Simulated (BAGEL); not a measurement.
**SiH4Se (SMILES [SiH3][SeH]) at CASPT2(14,12)/6-31G(d) (density fitting with cc-pvqz-jkfit, spherical functions)**

What is the vertical ionisation energy of SiH4Se at CASPT2(14,12)/6-31G* (density fitting with cc-pvqz-jkfit, spherical functions)? 

Program for the calculation: BAGEL 1.2.2.

**1. The structure to begin with**

The species is SiH4Se (6 atoms), meant as a singlet with charge 0. SMILES: `[SiH3][SeH]`. The shape is that of a PBE0-D4/def2-TZVP optimisation.

Bond lengths: Si1–Se2 2.279 Å, Si1–H3 1.484 Å, Si1–H4 1.483 Å, Si1–H5 1.484 Å, Se2–H6 1.469 Å. Angles: Si1–Se2–H6 93.0°, Se2–Si1–H3 111.5°, Se2–Si1–H4 104.9°, Se2–Si1–H5 111.4°, H3–Si1–H4 110.0°, H3–Si1–H5 109.1°, H4–Si1–H5 110.0°.

**2. The energy at CASPT2(14,12)/6-31G(d) (density fitting with cc-pvqz-jkfit, spherical functions)**

input.json reads:

```json
{ "bagel": [

{
  "title": "molecule",
  "basis": "6-31gs.json",
  "df_basis": "cc-pvqz-jkfit",
  "angstrom": true,
  "geometry": [
    { "atom": "Si", "xyz": [      -0.244700,      -0.234500,      -0.474600 ] },
    { "atom": "Se", "xyz": [       0.898700,      -0.252100,       1.496900 ] },
    { "atom": "H", "xyz": [      -1.605500,       0.334200,      -0.308700 ] },
    { "atom": "H", "xyz": [      -0.336900,      -1.659600,      -0.873400 ] },
    { "atom": "H", "xyz": [       0.479900,       0.537800,      -1.514300 ] },
    { "atom": "H", "xyz": [       0.850600,       1.210300,       1.627900 ] }
  ]
},

{
  "title": "hf"
},

{
  "title": "casscf",
  "nstate": 1,
  "nact": 12,
  "nclosed": 19,
  "maxiter": 200,
  "natocc": true
},

{
  "title": "print",
  "file": "orbitals.molden",
  "orbitals": true
},

{
  "title": "smith",
  "method": "caspt2",
  "ms": true,
  "xms": true,
  "sssr": true,
  "shift": 0.0,
  "ncore": 14
}

]}
```

The basis set 6-31G* is read from a file made from the Basis Set Exchange's data (not shown).

Run with:

```
$ BAGEL_NUM_THREADS=1 BAGEL input.json > input.out
```

Standard output:

```text
* using 1 threads per process

  ===============================================================
  ===============================================================

  *** Geometry ***

  { "atom" : "Si", "xyz" : [     -0.462416,     -0.443141,     -0.896864 ] },
  { "atom" : "Se", "xyz" : [      1.698297,     -0.476400,      2.828731 ] },
  { "atom" : "H", "xyz" : [     -3.033955,      0.631546,     -0.583358 ] },
  { "atom" : "H", "xyz" : [     -0.636649,     -3.136189,     -1.650487 ] },
  { "atom" : "H", "xyz" : [      0.906880,      1.016295,     -2.861612 ] },
  { "atom" : "H", "xyz" : [      1.607401,      2.287136,      3.076285 ] },

  Number of auxiliary basis functions:      570

  Since a DF basis is specified, we compute 2- and 3-index integrals:
    o Being stored without compression. Storage requirement is 0.015 GB

  Number of basis functions:       58
  Number of electrons      :       52

    * METHOD: MOLECULE                             0.32

  *** RHF ***

  === Nuclear Repulsion ===
   158.9379787741

      * DIIS with orbital gradients will be used.

  === RHF iteration (6-31gs.json) ===
      0      -2690.75191294          0.00952005           0.06
      1      -2690.78971499          0.00321762           0.05
      2      -2690.79357386          0.00132335           0.05
      3      -2690.79412239          0.00025961           0.05
      4      -2690.79414964          0.00005364           0.05
      5      -2690.79415212          0.00001103           0.05
[... 4 lines of this table left out ...]
     10      -2690.79415223          0.00000001           0.06
     11      -2690.79415223          0.00000000           0.05
    * SCF iteration converged.

    * Permanent dipole moment:
           (    0.245253,    -0.293919,     0.380111) a.u.

    * METHOD: HF                                   0.82

  ---------------------------
      CASSCF calculation
  ---------------------------

    * nstate   :      1
    * nclosed  :     19
    * nact     :     12
    * nvirt    :     27
  === CASSCF iteration (6-31gs.json) ===

    * Using the second-order algorithm

      0  0     -2690.82059018     1.71e-03     12.94

      1  0     -2690.85251744     1.46e-03     14.94

      2  0     -2690.86568550     5.63e-04     14.13

[... 37 lines of this table left out ...]

     22  0     -2690.87132555     9.55e-09     15.27

    * Second-order optimization converged. *

     guess   0:   closed 1111111.....         open ............

  === FCI iteration ===

      0  0     -2690.79310239     4.11e-04      0.90
      1  0     -2690.86614812     1.33e-04      0.92
      2  0     -2690.87097145     3.76e-05      0.94
      3  0     -2690.87129463     1.11e-05      0.93
      4  0     -2690.87132245     3.43e-06      0.90
      5  0     -2690.87132521     1.20e-06      0.93
[... 7 lines of this table left out ...]
     13  0     -2690.87132555     1.57e-10      0.91
     14  0 *   -2690.87132555     5.51e-11      0.83

     * ci vector, state   0, <S^2> = 0.0000
       2222222.....     0.9702403741
       222222.2....    -0.0761148284
       2222.22..2..    -0.0517951444

    * METHOD: CASSCF                             365.03

    * METHOD: PRINT                                0.01

  === SMITH program ===

    * freezing 14 orbitals

    * Approximate memory requirement for SMITH calulation per MPI process:
      o Storage requirement for T-amplitude, lambda, and residual is 0.00 GB
      o Storage requirement for MO integrals is 0.00 GB
    * Calculating and saving rdm4f

    * Third and Fock-weighted fourth order RDM ( 1, 1) evaluation
      will be done with 11 passes

    * Zeroth order energy : state  0       -7.7253675176

    * CASPT2 iteration is performed using redundant basis

      ---- iteration ----

        0    -0.27333571     0.00756206      1.15
        1    -0.27521842     0.00111196      1.14
        2    -0.27528830     0.00017341      1.15
        3    -0.27528927     0.00002461      1.15
        4    -0.27528930     0.00000499      1.15
        5    -0.27528931     0.00000064      1.13

      -------------------

    * CASPT2 energy : state  0    -2691.1466148599
        reference weight              0.9315621308

    * METHOD: SMITH                              297.15

  ===============================================================
```

Wall time 11 min (1 thread of Arm Neoverse V1, shared host); peak memory 14 GiB.

**3. The doublet cation at the same level**

job.json reads:

```json
{ "bagel": [

{
  "title": "molecule",
  "basis": "6-31gs.json",
  "df_basis": "cc-pvqz-jkfit",
  "angstrom": true,
  "geometry": [
    { "atom": "Si", "xyz": [   -0.244700,   -0.234500,   -0.474600 ] },
    { "atom": "Se", "xyz": [    0.898700,   -0.252100,    1.496900 ] },
    { "atom": "H", "xyz": [   -1.605500,    0.334200,   -0.308700 ] },
    { "atom": "H", "xyz": [   -0.336900,   -1.659600,   -0.873400 ] },
    { "atom": "H", "xyz": [    0.479900,    0.537800,   -1.514300 ] },
    { "atom": "H", "xyz": [    0.850600,    1.210300,    1.627900 ] }
  ]
},
{ "title": "hf", "charge": 2 },
{ "title": "casscf", "nstate": 1, "nact": 12, "nclosed": 19, "charge": 1, "nspin": 1, "maxiter": 200, "natocc": true },
{ "title": "print", "file": "orbitals.molden", "orbitals": true },
{ "title": "smith", "method": "caspt2", "ms": true, "xms": true, "sssr": true, "shift": 0.0, "ncore": 14 }

]}
```

The basis set 6-31G* is read from a file made from the Basis Set Exchange's data (not shown).

Run with:

```
$ BAGEL_NUM_THREADS=1 BAGEL job.json > job.out
```

Standard output:

```text
* using 1 threads per process

  ===============================================================
  ===============================================================

  *** Geometry ***

  { "atom" : "Si", "xyz" : [     -0.462416,     -0.443141,     -0.896864 ] },
  { "atom" : "Se", "xyz" : [      1.698297,     -0.476400,      2.828731 ] },
  { "atom" : "H", "xyz" : [     -3.033955,      0.631546,     -0.583358 ] },
  { "atom" : "H", "xyz" : [     -0.636649,     -3.136189,     -1.650487 ] },
  { "atom" : "H", "xyz" : [      0.906880,      1.016295,     -2.861612 ] },
  { "atom" : "H", "xyz" : [      1.607401,      2.287136,      3.076285 ] },

  Number of auxiliary basis functions:      570

  Since a DF basis is specified, we compute 2- and 3-index integrals:
    o Being stored without compression. Storage requirement is 0.015 GB

  Number of basis functions:       58
  Number of electrons      :       52

    * METHOD: MOLECULE                             0.32

  *** RHF ***

  === Nuclear Repulsion ===
   158.9379787741

      * DIIS with orbital gradients will be used.

  === RHF iteration (6-31gs.json) ===
      0      -2689.71316057          0.01344676           0.06
      1      -2689.81728700          0.00526013           0.05
      2      -2689.82590484          0.00177886           0.05
      3      -2689.82775572          0.00069406           0.05
      4      -2689.82825578          0.00031421           0.05
      5      -2689.82842522          0.00008727           0.05
[... 9 lines of this table left out ...]
     15      -2689.82843658          0.00000001           0.05
     16      -2689.82843658          0.00000000           0.05
    * SCF iteration converged.

    * Permanent dipole moment:
           (    0.139261,    -0.737595,     0.120955) a.u.

    * METHOD: HF                                   1.09

  ---------------------------
      CASSCF calculation
  ---------------------------

    * nstate   :      1
    * nclosed  :     19
    * nact     :     12
    * nvirt    :     27
  === CASSCF iteration (6-31gs.json) ===

    * Using the second-order algorithm

      0  0     -2690.50168007     1.11e-02     22.79

      1  0     -2690.53559487     1.37e-03     19.47

      2  0     -2690.54835380     8.20e-04     20.68

[... 37 lines of this table left out ...]

     22  0     -2690.56252748     7.80e-09     20.10

    * Second-order optimization converged. *

     guess   0:   closed 111111......         open ......1.....

  === FCI iteration ===

      0  0     -2690.47894971     3.88e-04      1.12
      1  0     -2690.55649511     1.29e-04      1.14
      2  0     -2690.56202989     3.88e-05      1.13
      3  0     -2690.56247666     1.18e-05      1.10
      4  0     -2690.56252082     3.88e-06      1.10
      5  0     -2690.56252620     1.71e-06      1.14
[... 8 lines of this table left out ...]
     14  0     -2690.56252748     2.26e-10      1.15
     15  0 *   -2690.56252748     7.33e-11      1.04

     * ci vector, state   0, <S^2> = 0.7500
       222222a.....    -0.9669566405
       22222.a2....    -0.0784866855
       2222.2a..2..    -0.0554159566

    * METHOD: CASSCF                             481.90

    * METHOD: PRINT                                0.01

  === SMITH program ===

    * freezing 14 orbitals

    * Approximate memory requirement for SMITH calulation per MPI process:
      o Storage requirement for T-amplitude, lambda, and residual is 0.00 GB
      o Storage requirement for MO integrals is 0.00 GB
    * Calculating and saving rdm4f

    * Third and Fock-weighted fourth order RDM ( 1, 1) evaluation
      will be done with 12 passes

    * Zeroth order energy : state  0      -10.2734636623

    * CASPT2 iteration is performed using redundant basis

      ---- iteration ----

        0    -0.25478502     0.00618442      1.15
        1    -0.25613930     0.00086011      1.15
        2    -0.25618342     0.00013071      1.16
        3    -0.25618397     0.00001724      1.16
        4    -0.25618399     0.00000312      1.15
        5    -0.25618399     0.00000037      1.15

      -------------------

    * CASPT2 energy : state  0    -2690.8187114646
        reference weight              0.9384654332

    * METHOD: SMITH                              375.24

  ===============================================================
```

Run time: 14 min. Hardware: 1 thread of Arm Neoverse V1, shared host; peak memory 15 GiB.

**4. Outcome**

At CASPT2(14,12)/6-31G* (density fitting with cc-pvqz-jkfit, spherical functions), 14 core orbitals frozen:

```
                                          quantity           value
                      singlet SiH4Se: total energy  -2691.14661 Eh
                      doublet cation: total energy  -2690.81871 Eh
vertical ionisation energy (to the doublet cation)        8.923 eV
```

What this shows: Removing an electron at fixed nuclei costs 8.92 eV (861 kJ/mol).
